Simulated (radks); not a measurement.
**Dipole-allowed lines with 3 electrons: C³⁺, N⁴⁺, O⁵⁺, F⁶⁺, Ne⁷⁺**

An exercise on one series of results from a longer session: the logs are not shown, and one member is left open.

Program: radks (a radial shooting solver on a logarithmic mesh, Libxc functionals) version 1. Level of theory: scalar-relativistic Kohn-Sham, LB94 model potential, spin-polarised, spherical densities, finite nucleus; open shells are filled with parallel spins first. These are calculated values, not measurements, unless marked.

## The system

| Property | Result |
| --- | --- |
| species | C³⁺ ([He] 2s1), N⁴⁺ ([He] 2s1), O⁵⁺ ([He] 2s1), F⁶⁺ ([He] 2s1), Ne⁷⁺ ([He] 2s1) |

LB94 adds a gradient term to the LDA potential that gives it a −1/r tail. It is a model potential with no energy functional, so Etot and Exc are not given.

Set-up of the first run:

Settings of this run:

```text
Z 6
configuration [He] 2s1 2p0 3s0 3d0
relativity scalar-relativistic
functional lda,pw
model_potential LB94
spin polarised
nucleus finite rms 2.4702 fm
c 137.035999084
response adiabatic LDA kernel, real frequencies
```

Run with:

```sh
$ python run_ks.py task.json out
```

All runs below come from this command, one after another.

Steps of the session up to this table: C³⁺, [He] 2s1; N⁴⁺, [He] 2s1; O⁵⁺, [He] 2s1; F⁶⁺, [He] 2s1; Ne⁷⁺, [He] 2s1.

One table of the session follows, with a row left open; its other results are not shown here.

```
species  −ε(HOMO) (eV)  first line (eV)  strongest line (eV)  static α (bohr³)
    C³⁺         63.901            7.735               38.344             3.200
    N⁴⁺         97.122            9.639               57.519             1.689
    O⁵⁺         137.17           11.552               80.499            0.9967
    F⁶⁺              ?                ?                    ?                 ?
   Ne⁷⁺         237.78           15.431               137.90            0.4295
```

**Question.** Estimate the row for F⁶⁺.

**Answer.** −ε(HOMO) (eV): 184.05; first line (eV): 13.479; strongest line (eV): 107.29; static α (bohr³): 0.6359. In the column «−ε(HOMO) (eV)» it lies between O⁵⁺ (137.17) and Ne⁷⁺ (237.78).

What this shows: In C³⁺ the response moves the first line 0.634 eV above the bare orbital gap, and the lines found carry 99 % of the static polarisability. Very weak lines can be missed, and lines above minus the highest eigenvalue dissolve into this model's continuum.
